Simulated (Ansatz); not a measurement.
# TaCuN2: the cost of one run

Computed with Ansatz 0.2.0 (DFT LDA+U (U_eff = 3 eV on Cu d, Ta d), plane waves, PAW, no spin–orbit coupling unless a run says so, unless a step's input says otherwise).

## (1) The starting structure

Symmetry: R-3m, No. 166, trigonal system. The conventional cell has a = 3.136 Å, b = 3.136 Å, c = 17.438 Å, α = 90.00°, β = 90.00°, γ = 120.00°. Ta (site symmetry -3m) has 6 N at 1.99 Å as nearest neighbours. Cu (site symmetry -3m) has 2 N at 2.08 Å as nearest neighbours. Around N (site symmetry 3m) lie 3 Ta at 1.99 Å and 1 Cu at 2.08 Å.

Coordinates:

```
CELL_PARAMETERS angstrom
1.56800 0.90529 5.81267
-1.56800 0.90529 5.81267
0.00000 -1.81057 5.81267
ATOMIC_POSITIONS crystal
Ta 0.50000 0.50000 0.50000
Cu 0.00000 0.00000 0.00000
N 0.11900 0.11900 0.11900
N 0.88100 0.88100 0.88100
```

## (2) Ferromagnetic start, free, symmetry kept, no search

Contents of input.yaml:

```yaml
crystal:
  lattice:
    - [1.56800068, 0.90528562, 5.81266905]
    - [-1.56800068, 0.90528562, 5.81266905]
    - [0.0, -1.81057123, 5.81266905]
  atoms:
    - { symbol: Ta, position: [0.5, 0.5, 0.5], spin: 1.0 }
    - { symbol: Cu, position: [0.0, 0.0, 0.0], spin: 1.0 }
    - { symbol: "N", position: [0.119, 0.119, 0.119] }
    - { symbol: "N", position: [0.881, 0.881, 0.881] }
basis:
  ecutwfc: 420
  ecutrho_ratio: 4
kpoints:
  mp_grid: { grid: [7, 7, 7] }
hamiltonian:
  xc: lda
  hubbard:
    sites: [{ site: 0, l: d, u_eff: 3.0 }, { site: 1, l: d, u_eff: 3.0 }]
scf:
  occupations: { method: gaussian, width: 0.05 }
  lower_state_search: "off"
  max_iter: 150
output:
  forces: true
  stress: true
  eigenvalues: true
  populations: true
  hubbard: { sites: [{ site: 0, l: d }, { site: 1, l: d }] }
magnetization:
  spin_polarized: true
```

On the command line:

```sh
ansatz run input.yaml --threads 2 --pin off --max-ram 3072MiB --backend cpu --events-out ev --progress --plain --runs-dir out
```

Q: Estimate wall time and peak memory on 2 threads of Intel Xeon 6975P-C (Granite Rapids), shared host.

About 4.8 s, with a peak of 0.51 GiB.
